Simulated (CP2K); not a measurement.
The system is WAu.

```
W Au
1.0
     4.11424    0.00000    0.00000
     2.05712    3.56304    0.00000
     2.05712    1.18768    3.35927
W Au
1 1
Direct
  0.00000 0.00000 0.00000
  0.75000 0.75000 0.75000
```

The cell was built by a generator and needn't be a form met in nature.

Base run:

```yaml
Program: CP2K 2026.2
Functional: PW91
Potentials_or_basis: POTENTIAL_UZH W GTH-PBE-q14, Au GTH-PBE-q11; TZVP-MOLOPT-PBE-GTH basis
Density_cutoff: 9524 eV
k_mesh: 8 × 8 × 8
Occupations: fermi-dirac, width 0.05 eV
Spin: no spin polarisation
```

Its results: band gap on the k mesh none (metal or under the smearing width); pressure 1.7 GPa.

After a change of settings the same cell gave: band gap on the k mesh none (metal or under the smearing width); pressure -4.1 GPa. Which change was it?
A. functional from PW91 to LDA
B. functional from PW91 to vdW-DF-cx
C. functional from PW91 to WC
D. functional from PW91 to PBE

A.

LDA binds more tightly than PW91, so the same cell stands under less pressure.

Caveats: the potentials were made for another functional, which shifts forces and pressure; the basis of atomic orbitals isn't converged, which shifts pressures, moduli and gaps.
